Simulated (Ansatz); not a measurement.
# Ti: stress in a strained cell

Ti is deformed so: equal xx and yy strain of +1 %. What stress and forces result, by LAPW, PAW and all-electron datasets made for the crystal?

Method: DFT PBEsol, scalar-relativistic, in Ansatz 0.2.0.

**1. The starting structure**

Symmetry: P6_3/mmc, No. 194, hexagonal system. Conventional cell: a = 2.950 Å, b = 2.950 Å, c = 4.686 Å, α = 90.00°, β = 90.00°, γ = 120.00°. Around Ti (site symmetry -6m2) lie 12 Ti at 2.90 to 2.95 Å.

As a file:

```cif
data_structure
_symmetry_space_group_name_H-M 'P6_3/mmc'
_symmetry_Int_Tables_number 194
_cell_length_a 2.9500
_cell_length_b 2.9500
_cell_length_c 4.6860
_cell_angle_alpha 90.000
_cell_angle_beta 90.000
_cell_angle_gamma 120.000
_cell_volume 35.32
loop_
_atom_site_label
_atom_site_type_symbol
_atom_site_symmetry_multiplicity
_atom_site_Wyckoff_symbol
_atom_site_fract_x
_atom_site_fract_y
_atom_site_fract_z
_atom_site_occupancy
Ti1 Ti 2 c 0.33333 0.66667 0.25000 1
```

The file gives the conventional cell by its symmetry; the runs use the cell typed in the input.

Atoms are numbered in the order of the input: Ti1, Ti2.

**2. The deformed structure**

Space group P6_3/mmc before, P6_3/mmc after.

**3. All-electron LAPW**

File input.yaml:

```yaml
crystal:
  lattice:
    - [2.979497839, 0.0, 0.0]
    - [-1.4897489195, 2.5803208191, 0.0]
    - [0.0, 0.0, 4.686]
  atoms:
    - { symbol: Ti, position: [0.3333333333, 0.6666666667, 0.25] }
    - { symbol: Ti, position: [0.6666666667, 0.3333333333, 0.75] }
kpoints:
  mp_grid: { grid: [13, 13, 7] }
  band_path:
    path:
      - [0.0, 0.0, 0.0]
      - [0.5, 0.0, 0.0]
      - [0.3333333333, 0.3333333333, 0.0]
      - [0.0, 0.0, 0.0]
      - [0.0, 0.0, 0.5]
      - [0.5, 0.0, 0.5]
      - [0.3333333333, 0.3333333333, 0.5]
      - [0.0, 0.0, 0.5]
      - [0.5, 0.0, 0.5]
    npoints: 5
scf:
  occupations: { method: fermi_dirac, width: 0.08 }
hamiltonian:
  xc: pbesol
  pseudopotentials: { kind: all_electron, lapw: { basis_error: 0.0005 } }
output:
  forces: true
  stress: true
  eigenvalues: true
```

The run is started by

```
$ ansatz run input.yaml --threads 1 --pin off --max-ram 3072MiB --backend cpu --events-out ev --progress --plain --runs-dir out
```

**4. PAW on the default files**

File input.yaml:

```yaml
crystal:
  lattice:
    - [2.979497839, 0.0, 0.0]
    - [-1.4897489195, 2.5803208191, 0.0]
    - [0.0, 0.0, 4.686]
  atoms:
    - { symbol: Ti, position: [0.3333333333, 0.6666666667, 0.25] }
    - { symbol: Ti, position: [0.6666666667, 0.3333333333, 0.75] }
kpoints:
  mp_grid: { grid: [13, 13, 7] }
scf:
  occupations: { method: fermi_dirac, width: 0.08 }
hamiltonian:
  xc: pbesol
  pseudopotentials: { kind: paw }
output:
  forces: true
  stress: true
  eigenvalues: true
  efg: { contact_densities: true }
  write_density: true
  write_potential: true
  elf: true
  volumetric_format: npy
```

**5. All-electron PAW on datasets made for the crystal**

Changes to input.yaml since step 4:

```diff
@@ -14,3 +14,3 @@
   xc: pbesol
-  pseudopotentials: { kind: paw }
+  pseudopotentials: { kind: all_electron, datasets: crystal }
 output:
@@ -20,5 +20 @@
   efg: { contact_densities: true }
-  write_density: true
-  write_potential: true
-  elf: true
-  volumetric_format: npy
```

(Steps that only read results are left out.)

Q: Predict the outcome of this session. Wanted: pressure; largest shear or deviatoric stress.

**Answer**, as computed:

```
                                 quantity                                              value
                                 pressure  LAPW -7.67, PAW -7.65, crystal datasets -7.67 GPa
largest shear or deviatoric stress (LAPW)                                           0.31 GPa
```

In words: The largest part of the stress beyond the pressure is 0.31 GPa in size, in the zz component; the atoms are carried along and not relaxed. No run of the undeformed cell stands beside it, so the pressure holds what the given cell had before the change. PAW: stress within 0.01 GPa of LAPW. Crystal datasets: stress within 0.01 GPa of LAPW.
